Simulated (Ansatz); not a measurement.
Below is the output of a Python script on the Python package of Ansatz (0.2.0) that makes a single point in a Gaussian basis of C2H9NOSi, SMILES C[SiH](O)CN. Write a script that gives it. Level of theory: CCSD, cc-pVDZ basis, multiplicity 1.

```xyz
14

C    -1.0441    1.4610    0.6920
Si    0.1760    0.1603    0.8767
O     1.6961    0.7567    0.6479
C    -0.0842   -1.2282   -0.3552
N     0.5433   -0.9947   -1.6375
H    -0.9225    2.3289    1.3976
H    -2.0748    1.1180    0.8478
H    -1.0169    1.9531   -0.3320
H     0.0897   -0.3628    2.2960
H     1.9155    1.0634   -0.2181
H     0.1754   -2.1894    0.0892
H    -1.2156   -1.3083   -0.5154
H     0.2295   -1.6861   -2.3047
H     1.5197   -1.1012   -1.4555
```

```console
$ python energy_c2h9nosi.py
crystal:
  periodic: [false, false, false]
  atoms:
    - { symbol: C, position_ang: [-1.0441, 1.461, 0.692] }
    - { symbol: Si, position_ang: [0.176, 0.1603, 0.8767] }
    - { symbol: O, position_ang: [1.6961, 0.7567, 0.6479] }
    - { symbol: C, position_ang: [-0.0842, -1.2282, -0.3552] }
    - { symbol: "N", position_ang: [0.5433, -0.9947, -1.6375] }
    - { symbol: H, position_ang: [-0.9225, 2.3289, 1.3976] }
    - { symbol: H, position_ang: [-2.0748, 1.118, 0.8478] }
    - { symbol: H, position_ang: [-1.0169, 1.9531, -0.332] }
    - { symbol: H, position_ang: [0.0897, -0.3628, 2.296] }
    - { symbol: H, position_ang: [1.9155, 1.0634, -0.2181] }
    - { symbol: H, position_ang: [0.1754, -2.1894, 0.0892] }
    - { symbol: H, position_ang: [-1.2156, -1.3083, -0.5154] }
    - { symbol: H, position_ang: [0.2295, -1.6861, -2.3047] }
    - { symbol: H, position_ang: [1.5197, -1.1012, -1.4555] }
basis:
  gaussian:
    orbitals: cc-pVDZ
correlation:
  method: ccsd
output:
  orbitals: {}
  forces: true

converged              True
free_energy_ev         -13607.64575786749
reference_energy_ev    -13585.64417054417
n_frozen               9
n_occupied             [16, 16]
n_virtual              [94, 94]
correlation energy -22.00159 eV
cycles 10  T1 diagnostic 0.0093  largest double 0.0148
mean field: -499.2632146 Ha, <S^2> = 0.0000, stability: minimum
forces (eV/A)
  C    -1.4174    2.8610   -0.7615
  Si    0.1181   -1.3547    0.8042
  O     1.4195    0.1310    1.0449
  C    -2.4567   -0.5157    0.1792
  N    -0.4876    1.2550   -0.1506
  H     0.1826   -0.5997   -0.1799
  H    -0.2939   -0.2449   -0.0294
  H    -0.0029   -0.5932    0.6445
  H     0.2036    0.0579   -0.3944
  H     0.1138    0.3420   -0.9808
  H     0.2529   -0.7171    0.4053
  H     0.9309    0.1297    0.1563
  H     0.2444   -0.4215   -0.2923
  H     1.1927   -0.3298   -0.4455
   atom  mulliken  lowdin
0     C    -0.301  -0.112
1    Si     0.744   0.055
2     O    -0.419   0.152
3     C    -0.199  -0.161
4     N    -0.226   0.163
5     H     0.054   0.034
6     H     0.044   0.022
7     H     0.050   0.038
8     H    -0.134  -0.082
9     H     0.157  -0.061
10    H     0.023  -0.010
11    H     0.035   0.022
12    H     0.090  -0.023
13    H     0.081  -0.036
dipole (e A): [-0.1015 -0.1668 -0.3095]
HOMO -10.331 eV, LUMO 4.387 eV, gap 14.718 eV
```

The script that was run (others could print the same):

`energy_c2h9nosi.py`:
```python
# -*- coding: utf-8 -*-
"""Electronic structure of the C2H9NOSi molecule."""

from pathlib import Path

import ansatz as az
import numpy as np
import pandas as pd

mol = (
    az.Crystal.molecule()
    .atom("C", (-1.0441, 1.461, 0.692))
    .atom("Si", (0.176, 0.1603, 0.8767))
    .atom("O", (1.6961, 0.7567, 0.6479))
    .atom("C", (-0.0842, -1.2282, -0.3552))
    .atom("N", (0.5433, -0.9947, -1.6375))
    .atom("H", (-0.9225, 2.3289, 1.3976))
    .atom("H", (-2.0748, 1.118, 0.8478))
    .atom("H", (-1.0169, 1.9531, -0.332))
    .atom("H", (0.0897, -0.3628, 2.296))
    .atom("H", (1.9155, 1.0634, -0.2181))
    .atom("H", (0.1754, -2.1894, 0.0892))
    .atom("H", (-1.2156, -1.3083, -0.5154))
    .atom("H", (0.2295, -1.6861, -2.3047))
    .atom("H", (1.5197, -1.1012, -1.4555))
)

job = (
    mol.calculation()
    .basis(gaussian="cc-pVDZ")
    .correlation("ccsd")
    .forces()
    .orbitals()
)
print(job.to_yaml())
outcome = job.run(runs_dir="runs")
summary = outcome.report

for key in ("converged", "free_energy_ev", "reference_energy_ev", "n_frozen", "n_occupied", "n_virtual"):
    print(f"{key:22s} {summary[key]}")

print("correlation energy", round(summary["free_energy_ev"] - summary["reference_energy_ev"], 5), "eV")
cluster = summary["correlation"].get("coupled_cluster")
if cluster:
    print("cycles", cluster["cycles"], " T1 diagnostic", round(cluster["t1_diagnostic"], 4), " largest double", round(cluster["largest_double"], 4))

state = summary["mean_field"]["state"]
print(f"mean field: {state['energy']['hartree']:.7f} Ha, <S^2> = {abs(state['spin_squared']):.4f}, stability: {state.get('stability', {}).get('kind')}")

symbols = [site.symbol for site in mol.cartesian_sites]
print("forces (eV/A)")
for symbol, f in zip(symbols, summary["forces_ev_ang"]):
    print(f"  {symbol:2s} {f[0]:9.4f} {f[1]:9.4f} {f[2]:9.4f}")

charges = summary["charge_distribution"]
table = pd.DataFrame({"atom": symbols, "mulliken": charges["mulliken_charges_e"], "lowdin": charges["lowdin_charges_e"]})
print(table.round(3).to_string())
print("dipole (e A):", np.round(charges["dipole_moment_e_ang"], 4) + 0.0)

lines = Path(summary["orbitals_path"]).read_text().splitlines()
field_of = lambda key: [line.split("=")[1].strip() for line in lines if line.startswith(key)]
orbitals = [(27.211386 * float(e), s, float(n)) for e, s, n in zip(field_of("Ene="), field_of("Spin="), field_of("Occup="))]
homo = max(e for e, _, n in orbitals if n > 0.5)
lumo = min(e for e, _, n in orbitals if n < 0.5)
print(f"HOMO {homo:.3f} eV, LUMO {lumo:.3f} eV, gap {lumo - homo:.3f} eV")
```

Notes:
- Total energies depend on the basis set; only differences at equal settings carry meaning.
- The geometry is a force-field or estimated start, not a minimum of this method, and the basis set is short of its limit.
- The Löwdin charges here are taken after orthogonalising the functions within each atom; they differ from plain Löwdin charges, and their signs can be unphysical.
- Levels such as HOMO and LUMO are orbital energies: in Hartree-Fock the gap is too wide and the LUMO hangs on the basis.
- Inner cores stay frozen, so this is valence correlation.
- S² is that of the Hartree-Fock reference.
- Timing: 50 s on 1 thread of Arm Neoverse V1, with other jobs on the host, peak memory 0.96 GiB.

(A comment or docstring line of the script was reworded after the run, the code is as it ran; lines on the test bed's own set-up are left out of the output.)
